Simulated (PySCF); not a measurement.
# C4H4BBrCl2: the cost of one run

Programs: PySCF 2.14.0, with density-fitted response routines of our own. Each step states its level of theory. These are calculated values for one molecule in the gas phase, unless marked as measured. Atoms count from 0, in the outputs and in this text.

**1. Starting geometry**

12 atoms, charge 0, multiplicity 1; geometry from: GFN2-xTB.

Bonds of the start (Å): C0–C1 1.20, C1–C2 1.44, C2–Br3 2.00, C2–C4 1.53, C4–B5 1.60, B5–Cl6 1.71, B5–Cl7 1.72, C0–H8 1.05, C2–H9 1.09, C4–H10 1.09, C4–H11 1.10.

**2. Excited states and response: CAM-B3LYP/def2-SVPD**

What the job is given:

```
{"job": {"kind": "uv", "xc": "CAM-B3LYP", "basis": "def2-SVPD", "nstates": 8, "ntriplets": 3}, "charge": 0, "multiplicity": 1}
C     -1.078524     2.137293     0.782520
C     -0.947933     0.964895     0.578575
C     -0.844544    -0.440411     0.285216
Br    -2.596304    -1.065400    -0.448514
C      0.261238    -0.745308    -0.723975
B      1.735979    -0.438020    -0.197850
Cl     3.045990    -0.436147    -1.304034
Cl     2.051257    -0.134997     1.462514
H     -1.168750     3.163048     0.982716
H     -0.717906    -1.014456     1.206151
H      0.063737    -0.188448    -1.645111
H      0.196959    -1.802736    -1.004234
```

Method: TDDFT CAM-B3LYP/def2-SVPD, vertical, gas phase, core orbitals frozen in the response.

Started as:

```console
> OMP_NUM_THREADS=1 python probes_run.py task.json out
```

This one command runs all jobs of the session in turn.

**Question.** How long does this job take on 1 thread of Arm Neoverse N1, shared host, and how much memory does it need?

About 2 min, with a peak of 1 GiB.
